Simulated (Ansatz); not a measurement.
# C₂H₈GeSSi: one species, many methods

The task here is to estimate one member of a computed series from the others.

The runs use Ansatz 0.2.0, Gaussian basis; functionals in def2-TZVPP, the program's frozen cores in correlated methods.

The runs, in order: LDA (SPW92), PBE-D4, revPBE-D4, BLYP-D4, r2SCAN-D4, B97M-V, PBE0-D4, B3LYP-D4, r2SCANh-D4, r2SCAN0-D4, HSE06-D4, BHLYP-D4, CAM-B3LYP-D4, LC-ωPBE, ωB97X-V, ωB97M-V, B2PLYP, PBE-QIDH; CCSD(T)/def2-SVP; CCSD(T)/def2-TZVPP; MP2/def2-QZVPP; extrapolation to the limit; RPA on PBE.

### The relaxed structure

All runs share one geometry, relaxed beforehand with PBE0-D4 in a triple-zeta def2 set.

SMILES `C=C[SiH2][S][GeH3]`, 13 atoms, charge 0, spin multiplicity 1.

Atoms are counted from 1 here; the program's logs count them from 0.

Bond lengths: C1–C2 1.329 Å, C1–H6 1.087 Å, C1–H7 1.086 Å, C2–Si3 1.860 Å, C2–H8 1.090 Å, Si3–S4 2.132 Å, Si3–H9 1.486 Å, Si3–H10 1.488 Å, S4–Ge5 2.229 Å, Ge5–H11 1.536 Å, Ge5–H12 1.536 Å, Ge5–H13 1.534 Å. Angles: C2–C1–H6 121.4°, C2–C1–H7 122.1°, H6–C1–H7 116.5°, C1–C2–Si3 124.1°, C1–C2–H8 118.4°, Si3–C2–H8 117.6°, C2–Si3–S4 112.2°, C2–Si3–H9 111.0°, C2–Si3–H10 109.0°, S4–Si3–H9 105.6°, S4–Si3–H10 110.4°, H9–Si3–H10 108.6°, Si3–S4–Ge5 98.5°, S4–Ge5–H11 110.0°, S4–Ge5–H12 109.0°, S4–Ge5–H13 106.4°, H11–Ge5–H12 110.2°, H11–Ge5–H13 110.0° and more.

The first run:

in.yaml reads:

```yaml
crystal:
  periodic: [false, false, false]
  atoms:
    - {symbol: C, position_ang: [-1.071235, -0.470971, 1.589287]}
    - {symbol: C, position_ang: [0.220193, -0.762486, 1.467718]}
    - {symbol: Si, position_ang: [1.054209, -1.144167, -0.150206]}
    - {symbol: S, position_ang: [-0.193806, -0.705145, -1.822123]}
    - {symbol: Ge, position_ang: [-0.298331, 1.508810, -1.583291]}
    - {symbol: H, position_ang: [-1.728589, -0.440305, 0.724674]}
    - {symbol: H, position_ang: [-1.526904, -0.257174, 2.551855]}
    - {symbol: H, position_ang: [0.833857, -0.780891, 2.368362]}
    - {symbol: H, position_ang: [1.372143, -2.591997, -0.258173]}
    - {symbol: H, position_ang: [2.323117, -0.372023, -0.233784]}
    - {symbol: H, position_ang: [-1.564849, 1.895245, -0.805293]}
    - {symbol: H, position_ang: [0.952563, 1.990591, -0.834126]}
    - {symbol: H, position_ang: [-0.352069, 2.095714, -3.000001]}
basis:
  gaussian: {orbitals: def2-TZVPP}
hamiltonian: {xc: lda}
output: {orbitals: {seedname: orbitals}}
```

Among the steps run: LDA; PBE-D4 (GGA); revPBE-D4 (GGA); BLYP-D4 (GGA); r2SCAN-D4 (meta-GGA); B97M-V (meta-GGA); PBE0-D4 (hybrid); B3LYP-D4 (hybrid); r2SCANh-D4 (hybrid); r2SCAN0-D4 (hybrid); HSE06-D4 (hybrid); BHLYP-D4 (hybrid); CAM-B3LYP-D4 (range-separated); LC-ωPBE (range-separated); ωB97X-V (range-separated); ωB97M-V (range-separated); B2PLYP (double hybrid); PBE-QIDH (double hybrid).

One table of the session follows, with a row left open; its other results are not shown here.

It belongs to the step «Orbital energies across the functionals». 

| functional | HOMO (eV) | gap (eV) |
| --- | --- | --- |
| LDA (SPW92) | -6.24 | 4.35 |
| PBE-D4 | -6.15 | 4.49 |
| revPBE-D4 | -6.11 | 4.54 |
| BLYP-D4 | -5.98 | 4.48 |
| r2SCAN-D4 | -6.43 | 4.96 |
| B97M-V | -6.57 | 5.10 |
| PBE0-D4 | -7.34 | 6.66 |
| B3LYP-D4 | -7.09 | 6.21 |
| r2SCANh-D4 | -6.86 | 5.75 |
| r2SCAN0-D4 | -7.52 | 6.94 |
| HSE06-D4 | -6.94 | 5.88 |
| BHLYP-D4 | ? | ? |
| CAM-B3LYP-D4 | -8.61 | 9.08 |
| LC-ωPBE | -9.99 | 11.60 |
| ωB97X-V | -9.66 | 11.17 |
| ωB97M-V | -9.50 | 10.86 |

Q: Estimate the row for BHLYP-D4 from the others.

Worked estimate for «HOMO (eV)». Against the share of exact exchange, BLYP-D4 (0, -5.98), B3LYP-D4 (0.2, -7.09) give a slope of -5.55 per unit share; at 0.5 the line stands at -8.75.

As computed: HOMO (eV): -8.38; gap (eV): 8.79. In «HOMO (eV)» the line misses by -0.37.
